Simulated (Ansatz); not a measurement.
# MoTe2: the cost of one run

Program: Ansatz 0.2.0. Level of theory: DFT r²SCAN without U, plane waves, PAW. These are calculated values, not measurements.

### Step 1. Starting point

The structure is hexagonal, space group P6_3/mmc (No. 194). The conventional cell has a = 3.518 Å, b = 3.518 Å, c = 13.974 Å, α = 90.00°, β = 90.00°, γ = 120.00°. Te (site symmetry 3m) is surrounded by 3 Mo at 2.72 Å. Mo (site symmetry -6m2) is surrounded by 6 Te at 2.72 Å.

Coordinates:

```
Te Mo
1.0
     3.51820    0.00000    0.00000
    -1.75910    3.04685    0.00000
     0.00000    0.00000   13.97360
Te Mo
4 2
Direct
  0.33333 0.66667 0.62100
  0.66667 0.33333 0.12100
  0.33333 0.66667 0.87900
  0.66667 0.33333 0.37900
  0.33333 0.66667 0.25000
  0.66667 0.33333 0.75000
```

Magnetic order typed: ferromagnetic.

An earlier series on this cell reached its lowest free state from «natural orbitals of the symmetric run, filled by rank», perhaps among other starts (it ended with site moments under 0.05 μB).

### Step 2. Random orbitals: single harmonics, second filling

input.yaml reads:

```yaml
crystal:
  lattice:
    - [3.51819974, 0.0, 0.0]
    - [-1.75909987, 3.04685035, 0.0]
    - [0.0, 0.0, 13.97359995]
  atoms:
    - { symbol: Te, position: [0.3333333333, 0.6666666667, 0.621] }
    - { symbol: Te, position: [0.6666666667, 0.3333333333, 0.121] }
    - { symbol: Te, position: [0.3333333333, 0.6666666667, 0.879] }
    - { symbol: Te, position: [0.6666666667, 0.3333333333, 0.379] }
    - { symbol: Mo, position: [0.3333333333, 0.6666666667, 0.25], spin: 0.3 }
    - { symbol: Mo, position: [0.6666666667, 0.3333333333, 0.75], spin: 0.3 }
basis:
  ecutwfc: 500
  ecutrho_ratio: 4
kpoints:
  mp_grid: { grid: [6, 6, 2] }
hamiltonian:
  xc: r2scan
  hubbard:
    sites:
      - { site: 4, l: d, u_eff: 0.0, starting_ns: [{ spin: up, occupation_matrix: s4up }, { spin: down, occupation_matrix: s4down }] }
      - { site: 5, l: d, u_eff: 0.0, starting_ns: [{ spin: up, occupation_matrix: s5up }, { spin: down, occupation_matrix: s5down }] }
    occupation_matrices:
      s4up:
        matrix:
          - [0.97, 0.0, 0.0, 0.0, 0.0]
          - [0.0, 0.02, 0.0, 0.0, 0.0]
          - [0.0, 0.0, 0.02, 0.0, 0.0]
          - [0.0, 0.0, 0.0, 0.02, 0.0]
          - [0.0, 0.0, 0.0, 0.0, 0.02]
      s4down:
        matrix:
          - [0.02, 0.0, 0.0, 0.0, 0.0]
          - [0.0, 0.02, 0.0, 0.0, 0.0]
          - [0.0, 0.0, 0.02, 0.0, 0.0]
          - [0.0, 0.0, 0.0, 0.02, 0.0]
          - [0.0, 0.0, 0.0, 0.0, 0.97]
      s5up:
        matrix:
          - [0.97, 0.0, 0.0, 0.0, 0.0]
          - [0.0, 0.02, 0.0, 0.0, 0.0]
          - [0.0, 0.0, 0.02, 0.0, 0.0]
          - [0.0, 0.0, 0.0, 0.02, 0.0]
          - [0.0, 0.0, 0.0, 0.0, 0.02]
      s5down:
        matrix:
          - [0.02, 0.0, 0.0, 0.0, 0.0]
          - [0.0, 0.02, 0.0, 0.0, 0.0]
          - [0.0, 0.0, 0.02, 0.0, 0.0]
          - [0.0, 0.0, 0.0, 0.02, 0.0]
          - [0.0, 0.0, 0.0, 0.0, 0.97]
    ns_hold: { iters: 12 }
scf:
  occupations: { method: gaussian, width: 0.05 }
  lower_state_search: "off"
  max_iter: 150
output:
  forces: true
  stress: true
  eigenvalues: true
  populations: true
  hubbard: { sites: [{ site: 4, l: d }, { site: 5, l: d }] }
magnetization:
  spin_polarized: true
```

The typed matrices put 0.97 on the chosen orbitals and 0.02 on the others, and are held for 12 cycles.

The run is started by

```sh
$ ansatz run input.yaml --threads 8 --pin off --max-ram 12288MiB --backend cpu --events-out ev --progress --plain --runs-dir out
```

What time and memory should one allow on 8 threads of Arm Neoverse V2, shared host?

About 27 s, with a peak of 1.4 GiB.
